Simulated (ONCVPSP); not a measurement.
# An ONCV potential for titanium, from input to tests

Aim: build the potential from the settings below, then test how well it stands in for the atom: other configurations, scattering, ghost states and the plane-wave cutoff that it needs.

Method: ONCVPSP 4.0.1, LDA (Perdew-Zunger), non-relativistic.

## 1. The atom and the settings

Typed settings, in words:

```json
{"element": "titanium (Ti, Z = 22)", "type": "optimised norm-conserving Vanderbilt (ONCV)", "frozen core": "[Ne]", "valence charge": "12", "reference configuration": "3s2 3p6 3d2 4s1 (charge +1)", "partial waves": "3s+4s: rc 1.75 bohr, ncon 4, nbas 7, qcut 6.9 1/bohr, 2 projectors; 3p: rc 1.45 bohr, ncon 4, nbas 7, qcut 8.4 1/bohr, 2 projectors, debl 0.9 Ha; 3d: rc 2.45 bohr, ncon 4, nbas 9, qcut 6.9 1/bohr, 1 projector; f scattering state at 0.41 Ha: rc 2.55 bohr, ncon 3, nbas 6, qcut 4.9 1/bohr, 2 projectors, debl 2.9 Ha", "local potential": "polynomial inside 0.95 bohr (lpopt 5, dvloc0 0 Ha)", "core correction": "Teter function, fcfact 2, rcfact 1.3"}
```

The outer shells as boxes (Hund's rule for the drawing; the calculation is spin-unpolarised):

```
[Ne] core
3s [↑↓]
3p [↑↓][↑↓][↑↓]
3d [↑ ][↑ ][  ][  ][  ]
4s [↑ ]
```

The nodes and maxima of the atom's own shells, from an earlier all-electron run, set the scale for the radii.

All-electron outer shells of the reference configuration (LDA (Perdew-Zunger), non-relativistic, ld1.x):

| shell | level (eV) | outermost node (bohr) | outermost maximum (bohr) |
| --- | --- | --- | --- |
| 2p | -450.48 | – | 0.22 |
| 3s | -68.78 | 0.40 | 0.88 |
| 3p | -46.06 | 0.37 | 0.90 |
| 3d | -11.78 | – | 0.97 |
| 4s | -10.52 | 1.25 | 2.74 |
| 4p | -6.78 | 1.37 | 3.35 |

## 2. Generation

Contents of Ti.dat:

```
# ATOM AND REFERENCE CONFIGURATION
# atsym  z   nc   nv     iexc    psfile
  Ti 22.00    3    4        3      upf
#
#   n    l    f
    1    0    2.00
    2    0    2.00
    2    1    6.00
    3    0    2.00
    3    1    6.00
    3    2    2.00
    4    0    1.00
#
# PSEUDOPOTENTIAL AND OPTIMIZATION
# lmax
    3
#
#   l,   rc,      ep,       ncon, nbas, qcut
    0    1.75    0.00    4    7    6.90
    1    1.45    0.00    4    7    8.40
    2    2.45    0.00    4    9    6.90
    3    2.55    0.41    3    6    4.90
#
# LOCAL POTENTIAL
# lloc, lpopt,  rc(5),   dvloc0
    4    5    0.95    0.00
#
# VANDERBILT-KLEINMAN-BYLANDER PROJECTORs
# l, nproj, debl
    0    2    1.20
    1    2    0.90
    2    1    2.00
    3    2    2.90
#
# MODEL CORE CHARGE
# icmod, fcfact, rcfact
    3    2.00    1.30
#
# LOG DERIVATIVE ANALYSIS
# epsh1, epsh2, depsh
   -4.00    5.00    0.02
#
# OUTPUT GRID
# rlmax, drl
    6.00    0.01
#
# TEST CONFIGURATIONS
# ncnf
    4
# nvcnf
#   n    l    f
    4
    3    0    2.00
    3    1    6.00
    3    2    2.00
    4    0    2.00
#
    4
    3    0    2.00
    3    1    6.00
    3    2    2.00
    4    0    0.00
#
    4
    3    0    2.00
    3    1    6.00
    3    2    1.00
    4    0    0.00
#
    4
    3    0    2.00
    3    1    6.00
    3    2    0.00
    4    0    0.00
#
```

Run with:

```console
$ oncvpspnr.x < Ti.dat > Ti.out
```

Q: Predict the outcome of this session. Wanted: cutoffs for 1 and 0.1 mHa per electron, occupied waves; bound ghosts; GHOST(+) flags; largest test error; largest phase difference near zero energy, channels read; rms error of d²Exc/dn², without and with the model core; projector energies reset by the program.

**Answer**, as computed:

| quantity | value |
| --- | --- |
| cutoffs for 1 and 0.1 mHa per electron, occupied waves | 20 Ha and 25 Ha |
| bound ghosts | f at -1026.05 eV |
| GHOST(+) flags | s at 195 eV |
| largest test error (AE − PS) | +1679 meV, for 3s2 3p6 3d0 4s0 |
| largest phase difference near zero energy, channels read | 0.170 rad |
| rms error of d²Exc/dn², without and with the model core | 2.95 and 1.63 mHa |
| projector energies reset by the program | p: -1.693, 0.250 Ha |

It has a bound ghost (f), a state that the atom doesn't have, and that rules the file out. The worst unpolarised test, 3s2 3p6 3d0 4s0, is off by 1679 meV on 84.8 eV; by total energies transferability rates as poor. That test lies far up in energy; among those under 40 eV, nearer to bonding, the largest error is 1.4 meV. It counts as of middling hardness, with 20 Ha needed at the looser tolerance. At the looser tolerance the 3p wave is the slowest; 3d needs 17 Ha. Of the channels read, d scatters worst near zero energy, by up to 0.17 rad. The program also flags highly localised states, GHOST(+) (s).
